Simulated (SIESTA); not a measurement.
# Mo in SIESTA: the effect of dispersion

The system is Mo, a slab with vacuum.

```
Mo
1.0
     2.72105    0.00000    0.00000
    -0.90702    2.56543    0.00000
     0.00000    0.00000   23.88692
Mo
5
Direct
  0.50000 0.50000 0.31398
  0.00000 0.00000 0.40699
  0.50000 0.50000 0.50000
  0.00000 0.00000 0.59301
  0.50000 0.50000 0.68602
```

The slab is cut from a database's or a generator's crystal, which needn't be the stable form of the element.

Alike in all runs:

- Program: SIESTA 5.4.2
- Task: single point
- Functional: PBE
- Potentials or basis: PseudoDojo 0.4 standard (PBE files)
- Basis: DZP (energy shift 0.003 Ry; two zetas on semicore shells)
- Grid cutoff: 800 Ry
- Energy shift: 0.003 Ry
- k mesh: 10 × 10 × 1
- Occupations: fermi-dirac, width 0.05 eV
- Spin: no spin polarisation

```tsv
dispersion	largest force (eV/Å)
none	?
D3	0.50
D3(BJ)	0.50
D4	0.52
```

Problem. What does the run with dispersion none give?

Solution. Largest force 0.61 eV/Å.
